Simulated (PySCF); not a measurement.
# CH5BClN (SMILES CNBCl) at BHLYP/def2-SVP

Aim: the energy change on altering one bond length of CH5BClN at BHLYP/def2-SVP, from 2 runs. Input form: a Python script.

Program for the calculation: PySCF 2.14.0.

3 further runs of the same task are left out: 3 set aside as unsound or not needed.

**1. The structure to begin with**

The species is CH5BClN (9 atoms), meant as a singlet with charge 0. SMILES: `CNBCl`. Geometry: relaxed at PBE0-D4/def2-TZVP. This is one conformer, not always the lowest.

Bond lengths: C1–N2 1.445 Å, N2–B3 1.381 Å, B3–Cl4 1.771 Å, C1–H5 1.094 Å, C1–H6 1.094 Å, C1–H7 1.090 Å, N2–H8 1.009 Å, B3–H9 1.192 Å. Some angles: C1–N2–B3 126.0°, N2–B3–Cl4 119.6°, C1–N2–H8 115.0°, B3–N2–H8 119.0°, N2–C1–H5 111.4°, N2–C1–H6 111.4°, N2–C1–H7 109.2°, N2–B3–H9 121.5°, Cl4–B3–H9 118.9°, H5–C1–H6 108.3°.

**2. A single-point energy at BHLYP/def2-SVP**

Input file calc.py:

```python
from pyscf import gto, dft

molecule = gto.M(
    atom='''
C    0.510100   0.482100  -0.973400
N   -0.407900  -0.226000  -0.111700
B   -0.261100  -0.415200   1.248200
Cl  -1.495300  -1.314500   2.144800
H    0.907000  -0.170400  -1.756500
H    0.027900   1.338900  -1.452800
H    1.346700   0.849900  -0.380000
H   -1.220500  -0.605500  -0.573900
H    0.681600   0.014200   1.838200
''',
    basis='def2-svp',
    spin=0,
    max_memory=1860,
    charge=0,
    verbose=3,
)

ks = dft.RKS(molecule, xc='bhandhlyp')
ks.conv_tol = 1e-10
ks.grids.level = 5
ks.kernel()
if not ks.converged:
    ks = ks.newton().run(ks.mo_coeff, ks.mo_occ)

e_final = ks.e_tot
print('E(%s) = %.9f' % ('BHLYP', e_final))
```

On the command line:

```sh
OMP_NUM_THREADS=1 python calc.py
```

Standard output:

```text
converged SCF energy = -580.694392081437
E(BHLYP) = -580.694392081
```

Run time: 22 s. Hardware: 1 thread of Intel Xeon Platinum 8488C (Sapphire Rapids), shared host; peak memory 0.43 GiB.

**3. The distorted shape**

Input file run.py:

```python
from pyscf import gto, dft

mol = gto.M(
    atom='''
C      0.488085     0.510473    -1.177338
N     -0.429915    -0.197627    -0.315638
B     -0.261100    -0.415200     1.248200
Cl    -1.495300    -1.314500     2.144800
H      0.884985    -0.142027    -1.960438
H      0.005885     1.367273    -1.656738
H      1.324685     0.878273    -0.583938
H     -1.242515    -0.577127    -0.777838
H      0.681600     0.014200     1.838200
''',
    charge=0,
    basis='def2-svp',
    max_memory=1860,
    verbose=3,
    spin=0,
)

ks = dft.RKS(mol)
ks.xc = 'bhandhlyp'
ks.grids.level = 5
ks.conv_tol = 1e-10
ks.kernel()
if not ks.converged:
    ks = ks.newton().run(ks.mo_coeff, ks.mo_occ)

e_final = ks.e_tot
print('E(%s) = %.9f' % ('BHLYP', e_final))
```

On the command line:

```sh
OMP_NUM_THREADS=1 python run.py
```

Standard output:

```text
converged SCF energy = -580.668282546407
E(BHLYP) = -580.668282546
```

Run time: 18 s. Hardware: 1 thread of Intel Xeon Platinum 8488C (Sapphire Rapids), shared host; peak memory 0.43 GiB.

**4. Summary of results**

Level: BHLYP/def2-SVP.

| quantity | value |
| --- | --- |
| first shape: total energy | -580.69439 Eh |
| first shape: dipole moment | 2.84 D |
| first shape: HOMO energy | -8.88 eV |
| first shape: LUMO energy | 1.70 eV |
| first shape: HOMO–LUMO gap | 10.59 eV |
| distorted shape: total energy | -580.66828 Eh |
| distorted shape: dipole moment | 1.95 D |
| distorted shape: HOMO energy | -8.27 eV |
| distorted shape: LUMO energy | 0.87 eV |
| distorted shape: HOMO–LUMO gap | 9.13 eV |
| energy change with the N2–B3 bond stretched from 1.381 to 1.588 Å | 0.710 eV |

In words: With the N2–B3 bond stretched from 1.381 to 1.588 Å the energy rises by 0.71 eV (16.4 kcal/mol). The first shape isn't relaxed at this level, so the change isn't measured from a minimum.
